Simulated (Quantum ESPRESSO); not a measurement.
# Ti3S2 in Quantum ESPRESSO: the effect of Hubbard term

The system is Ti3S2.

```xyz
5
Lattice="2.7131 1.5664 3.2376 -2.7131 1.5664 3.2376 0.0000 -3.1328 3.2376" Properties=species:S:1:pos:R:3 pbc="T T T"
Ti   -0.9107   -1.5555    3.2376
Ti    1.8024   -0.0109    3.2376
Ti   -0.8918    1.5664    3.2376
S     0.0000    0.0000    1.6302
S     0.0000    0.0000    8.0827
```

The cell comes from a database or a generator and needn't be the stable form of this composition.

Alike in all runs:

| Property | Result |
| --- | --- |
| Program | Quantum ESPRESSO 7.5 |
| Task | Hubbard U by linear response |
| Functional | PBE |
| Potentials or basis | GBRV 1.5 PBE |
| Cutoff | 612 eV |
| Density cutoff | 4898 eV |
| k mesh | 4 × 4 × 4 |
| Occupations | cold, width 0.2 eV |
| Spin | no spin polarisation |
| Start of the occupations | default |
| Hubbard projectors | ortho-atomic |
| Mixing beta | 0.3 |
| Most SCF iterations | 120 |
| SCF threshold | 1e-09 Ry |
| q mesh | 2 × 2 × 2 |

**Question.** One run gave: pressure 10.2 GPa. Which Hubbard term did it use?
A. Ti d U = 0.0001 eV
B. Ti d U = 6.0 eV
C. Ti d U = 4.0 eV
D. Ti d U = 2.0 eV

**Answer.** B.

```csv
Hubbard term,pressure (GPa)
Ti d U = 0.0001 eV,0.2
Ti d U = 2.0 eV,2.5
Ti d U = 4.0 eV,5.3
Ti d U = 6.0 eV,10.2
```

Caveats: all runs use coarse meshes; U without spin polarisation on a metal has little footing.
